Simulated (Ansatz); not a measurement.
# AlBBrH₅OSi: geometry optimisation

Aim: relax AlBBrH₅OSi at this level.

The runs use Ansatz 0.2.0; RKS B3LYP-D4/def2-SVP.

1 further run of the same task is left out (it didn't finish).

**1. Where the work starts**

SMILES `B[O][Al]([SiH3])[Br]`, 10 atoms, charge 0, spin multiplicity 1.

Atoms are counted from 1 here; the program's logs count them from 0.

Bond lengths: B1–O2 1.347 Å, B1–H6 1.224 Å, B1–H7 1.225 Å, O2–Al3 1.717 Å, Al3–Si4 2.435 Å, Al3–Br5 2.266 Å, Si4–H8 1.505 Å, Si4–H9 1.505 Å, Si4–H10 1.507 Å. Angles: O2–B1–H6 119.3°, O2–B1–H7 119.3°, H6–B1–H7 121.4°, B1–O2–Al3 179.3°, O2–Al3–Si4 120.3°, O2–Al3–Br5 116.4°, Si4–Al3–Br5 123.3°, Al3–Si4–H8 110.4°, Al3–Si4–H9 110.9°, Al3–Si4–H10 109.4°, H8–Si4–H9 109.2°, H8–Si4–H10 108.2°, H9–Si4–H10 108.5°.

Coordinates:

```csv
atom,x (Å),y (Å),z (Å)
B1,-2.43790,0.95163,-0.28278
O2,-1.11159,0.84692,-0.07422
Al3,0.58273,0.71940,0.17279
Si4,1.67062,-1.45881,0.12538
Br5,1.70303,2.66159,0.49956
H6,-2.85721,1.07445,-1.42644
H7,-3.19926,0.91788,0.67648
H8,2.74864,-1.53113,1.17366
H9,0.67478,-2.56259,0.36212
H10,2.30925,-1.67054,-1.22356
```

**2. Relaxation**

Input file input.yaml:

```yaml
crystal:
  periodic: [false, false, false]
  atoms:
    - { symbol: B, position_ang: [-2.437897, 0.951626, -0.282778] }
    - { symbol: O, position_ang: [-1.111594, 0.846917, -0.074216] }
    - { symbol: Al, position_ang: [0.582733, 0.719395, 0.17279] }
    - { symbol: Si, position_ang: [1.670617, -1.458806, 0.125383] }
    - { symbol: Br, position_ang: [1.703033, 2.661594, 0.499559] }
    - { symbol: H, position_ang: [-2.857208, 1.074453, -1.426439] }
    - { symbol: H, position_ang: [-3.199256, 0.917877, 0.676479] }
    - { symbol: H, position_ang: [2.748641, -1.531129, 1.173662] }
    - { symbol: H, position_ang: [0.674782, -2.56259, 0.362119] }
    - { symbol: H, position_ang: [2.309248, -1.670537, -1.223558] }
basis:
  gaussian: { orbitals: def2-SVP }
hamiltonian:
  xc: { name: B3LYP }
  dispersion: d4
output:
  forces: true
relax:
  f_tol: 0.003
  max_steps: 120
```

Started as:

```bash
$ ansatz run input.yaml --threads 1 --pin off --max-ram 2560MiB --backend cpu --events-out ev --progress --plain --runs-dir out
```

What does the calculation give? Wanted: energy gained; root mean square move; dipole moment.

The runs gave:

| quantity | value |
| --- | --- |
| energy gained | 0.0125 eV |
| root mean square move | 0.247 Å |
| dipole moment | 1.35 D |

What this shows: Bond lengths: B1–O2 1.341 Å, B1–H6 1.213 Å, B1–H7 1.213 Å, O2–Al3 1.702 Å, Al3–Si4 2.433 Å, Al3–Br5 2.262 Å, Si4–H8 1.494 Å, Si4–H9 1.493 Å, Si4–H10 1.494 Å. Angles: O2–B1–H6 119.5°, O2–B1–H7 119.5°, H6–B1–H7 121.0°, B1–O2–Al3 178.9°, O2–Al3–Si4 121.2°, O2–Al3–Br5 116.5°, Si4–Al3–Br5 122.3°, Al3–Si4–H8 109.9°, Al3–Si4–H9 111.1°, Al3–Si4–H10 109.9°, H8–Si4–H9 108.9°, H8–Si4–H10 108.2°, H9–Si4–H10 108.9°. No frequencies were computed here.
